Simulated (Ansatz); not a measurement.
**HfCl₂O₂ (singlet): density functionals in def2-SVP**

The task here is to estimate one member of a computed series from the others.

Program: Ansatz 0.2.0, Gaussian basis. Level of theory: def2-SVP, all electrons in the functionals, frozen cores in the correlation of double hybrids and RPA. These are calculated values, not measurements.

Plan: PBE, r2SCAN, PBE0, B3LYP, BHLYP, wB97M-V, B2PLYP, RPA-PBE.

### The geometry

The geometry is a PBE0/def2-TZVP stationary point (not a proven minimum). No spin-orbit coupling is included. Elements past krypton take def2 core potentials.

5 atoms, charge 0, spin multiplicity 1.

Atoms are counted from 1 here; the program's logs count them from 0.

Bond lengths: Hf1–O2 1.914 Å, Hf1–O3 1.914 Å, Hf1–Cl4 2.358 Å, Hf1–Cl5 2.358 Å, O2–O3 1.486 Å. Angles: O2–Hf1–O3 45.7°, O2–Hf1–Cl4 117.8°, O2–Hf1–Cl5 117.8°, O3–Hf1–Cl4 117.8°, O3–Hf1–Cl5 117.8°, Cl4–Hf1–Cl5 119.3°, Hf1–O2–O3 67.2°, Hf1–O3–O2 67.2°.

No dispersion term is added; wB97M-V holds VV10 nonlocal correlation. B3LYP takes the VWN-RPA correlation.

The first run:

in.yaml

```yaml
crystal:
  periodic: [false, false, false]
  atoms:
    - {symbol: Hf, position_ang: [0.000000, 0.099698, 0.000000]}
    - {symbol: O, position_ang: [-0.742886, 1.863198, 0.000000]}
    - {symbol: O, position_ang: [0.742886, 1.863198, 0.000000]}
    - {symbol: Cl, position_ang: [0.000000, -1.091802, -2.034912]}
    - {symbol: Cl, position_ang: [0.000000, -1.091802, 2.034912]}
basis:
  gaussian: {orbitals: def2-SVP}
hamiltonian: {xc: {name: PBE}}
output: {orbitals: {seedname: orbitals}}
```

On the command line:

```bash
$ ansatz run in.yaml --threads 1 --pin off --events-out ev --progress --plain --max-ram 4096MiB --backend cpu
```

Among the steps run: PBE (restricted); r2SCAN (restricted); PBE0 (restricted); B3LYP (restricted); BHLYP (restricted); wB97M-V (restricted); B2PLYP (restricted); RPA-PBE.

One of the session's tables, all rows but one given; the rest of the session is left out.

```
   method  atomisation energy (kcal/mol)
      PBE                          506.9
   r2SCAN                          489.8
     PBE0                          472.6
    B3LYP                          466.2
    BHLYP                          425.7
  wB97M-V                          478.1
   B2PLYP                          464.4
  RPA-PBE                              ?
RCCSDT(Q)                          444.7
```

**Question.** Estimate the row for RPA-PBE.

**Answer.** atomisation energy (kcal/mol): 406.9. In the column «atomisation energy (kcal/mol)» it is the lowest.

Some runs used a GPU and others CPU threads alone, so the times don't compare the methods' cost.
